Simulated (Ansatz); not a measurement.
Input of an Ansatz 0.2.0 run:

Contents of input.yaml:

```yaml
crystal:
  lattice:
    - [3.8153280244, 0.0, 0.0]
    - [-1.9076640122, 3.3041709929, 0.0]
    - [0.0, 0.0, 6.357769]
  atoms:
    - { symbol: Tb, position: [0.3333333333, 0.6666666667, 0.0] }
    - { symbol: Sr, position: [0.6666666667, 0.3333333333, 0.5] }
hamiltonian:
  xc: pbe
  pseudopotentials: { kind: paw }
kpoints:
  mp_grid: { grid: [8, 8, 4] }
scf:
  occupations: { method: fermi_dirac, width: 0.05 }
output:
  forces: true
  stress: true
  eigenvalues: true
  write_density: true
  write_potential: true
  elf: true
  volumetric_format: npy
```

Potentials or basis: Ansatz PAW.

Command:

```sh
$ ansatz run input.yaml --threads 2 --pin off --max-ram 5632MiB --backend cpu --events-out ev --progress --plain --runs-dir out
```

Q: Predict the pressure.

A: 1.6 GPa.

Q: Estimate the band gap on the k mesh.

A: None (metal or under the smearing width).

Stress tensor (GPa, compression positive):
```
1.53 0.00 0.00
0.00 1.53 0.00
0.00 0.00 1.65
```

Caveat: without U or exact exchange the open f shell lies at the Fermi level, which spoils levels, moments and volumes. The run has no spin-orbit coupling, so splittings on Tb are missing.
